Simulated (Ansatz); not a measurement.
The system is NiGe.

```
Ge Ni
1.0
     5.38100    0.00000    0.00000
     0.00000    3.42800    0.00000
     0.00000    0.00000    5.81100
Ge Ni
4 4
Direct
  0.31200 0.75000 0.91700
  0.68800 0.25000 0.08300
  0.18800 0.25000 0.41700
  0.81200 0.75000 0.58300
  0.49500 0.75000 0.31000
  0.50500 0.25000 0.69000
  0.00500 0.25000 0.81000
  0.99500 0.75000 0.19000
```

* Program: Ansatz 0.2.0
* Task: relaxation of cell and atoms
* Functional: PBEsol
* Potentials or basis: Ansatz PAW
* Cutoff: 420 eV (not typed: the program's choice for these potentials)
* k mesh: 5 × 8 × 5
* Occupations: fermi-dirac, width 0.05 eV
* Spin: collinear spin, ferromagnetic start
* Starting moments: [0.0, 0.0, 0.0, 0.0, 1.0, 1.0, 1.0, 1.0] μB

At the start: volume 13.40 Å³/atom.

Task: Where does the relaxation end?

Result: It ends after 6 steps and the volume is 13.10 Å³/atom (-2.2 %); space group Pnma (No. 62, to 0.05 Å); moment 0.00 μB per cell.

The path:
```csv
step,energy change (eV),largest force (eV/Å),volume (Å³)
1,0.0000,0.1799,107.19
2,-0.0369,0.1265,105.57
3,-0.0483,0.0177,104.24
4,-0.0548,0.0150,104.90
5,-0.0555,0.0050,104.82
6,-0.0547,0.0050,104.82
```

Final structure:
```
CELL_PARAMETERS angstrom
5.24901 0.00000 0.00000
0.00000 3.48666 0.00000
0.00000 0.00000 5.72760
ATOMIC_POSITIONS crystal
Ge 0.31120 0.75000 0.90905
Ge 0.68880 0.25000 0.09095
Ge 0.18880 0.25000 0.40905
Ge 0.81120 0.75000 0.59095
Ni 0.49256 0.75000 0.30999
Ni 0.50744 0.25000 0.69001
Ni 0.00744 0.25000 0.80999
Ni 0.99256 0.75000 0.19001
```

Caveat: the plane-wave basis is chosen anew once the cell has moved, so the energies of steps on either side of that aren't comparable; the PAW data sets come from PBE, with cores solved anew for the run's functional, which leaves a small shift of forces and pressure; the starting moments weren't kept.
